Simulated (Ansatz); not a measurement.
# LaAs, space group Fm-3m: a convergence test of the plane-wave cutoff

Computed with Ansatz 0.2.0, Python API.

Run as a notebook:

In [1]:
```python
import ansatz
```

In [2]:
```python
SETTINGS = {
    "functional": "pbesol",
    "tolerance": 1e-08,
}
```

In [3]:
```python
xtal = (
    ansatz.Lattice.of([0.0, 3.0755, 3.0755], [3.0755, 0.0, 3.0755], [3.0755, 3.0755, 0.0])
    .atom("La", [0.5, 0.5, 0.5])
    .atom("As", [0.0, 0.0, 0.0])
)
```

In [4]:
```python
len(xtal.resolved().sites)
```
Out [4]:
```text
2
```

In [5]:
```python
calculation = (
    xtal.calculation()
    .functional(SETTINGS["functional"])
    .occupations(ansatz.OccupationsMethod.FERMI_DIRAC)
    .mixing("broyden")
    .kpoints(8)
    .scf(tolerance=SETTINGS["tolerance"])
)
```

In [6]:
```python
rows = []
for value in [250, 325, 400, 475, 550, 625]:
    data = calculation.basis(value).run(threads=1, pin="off").report
    rows.append((value, data["free_energy_ev"] / len(data["lattice"]["sites"]), data["n_iterations"], data["n_pw"]))
```
```text
DeckWarning: basis.ecutwfc = 250 eV is below the records' recommended 420 eV, and the density's cutoff is lower with it unless basis.ecutrho_ratio is high enough to keep the records' density cutoff: compare with a run at a higher cutoff
DeckWarning: basis.ecutwfc = 325 eV is below the records' recommended 420 eV, and the density's cutoff is lower with it unless basis.ecutrho_ratio is high enough to keep the records' density cutoff: compare with a run at a higher cutoff
DeckWarning: basis.ecutwfc = 400 eV is below the records' recommended 420 eV, and the density's cutoff is lower with it unless basis.ecutrho_ratio is high enough to keep the records' density cutoff: compare with a run at a higher cutoff
```

In [7]:
```python
print(" cutoff (eV)   F/atom (eV)    iterations   plane waves")
for row in rows:
    print(f"{str(row[0]):>12s}  {row[1]:12.5f}  {row[2]:12d}  {row[3]:12d}")
```
```text
 cutoff (eV)   F/atom (eV)    iterations   plane waves
         250   -5488.23992             9           531
         325   -5488.67067             7           749
         400   -5488.68455             8          1067
         475   -5488.68499             8          1363
         550   -5488.68515             8          1687
         625   -5488.68520             8          2085
```

In [8]:
```python
# the last row is the reference
for row in rows[:-1]:
    shift = 1000 * (row[1] - rows[-1][1])
    print(f"{row[0]}: {shift:+.2f} meV/atom" + ("  (within 1 meV)" if abs(shift) < 1 else ""))
```
```text
250: +445.28 meV/atom
325: +14.52 meV/atom
400: +0.64 meV/atom  (within 1 meV)
475: +0.21 meV/atom  (within 1 meV)
550: +0.05 meV/atom  (within 1 meV)
```

From 400 eV on it stays within 1 meV an atom of the value at 625 eV; the first row (250 eV) is off by 445.3 meV and the last but one by 0.05 meV. The energy falls steadily, as expected when plane waves are added.

For a metal this k-point mesh is coarse: on a finer one energies can move by several to tens of meV an atom and pressures by half a GPa or more, differences at one mesh by less. The structure is a deposited one; some such entries were measured under pressure or heat, so a shift against it needn't be the functional's error alone. Warnings are shown shortened and without file and line. Shifts are counted from the last row, which is itself no proven limit. Wall time of the script: 9.8 s on 1 thread of AMD EPYC 7R43 64-Core Processor (Zen 3), with other jobs on the host, peak memory 0.45 GiB.
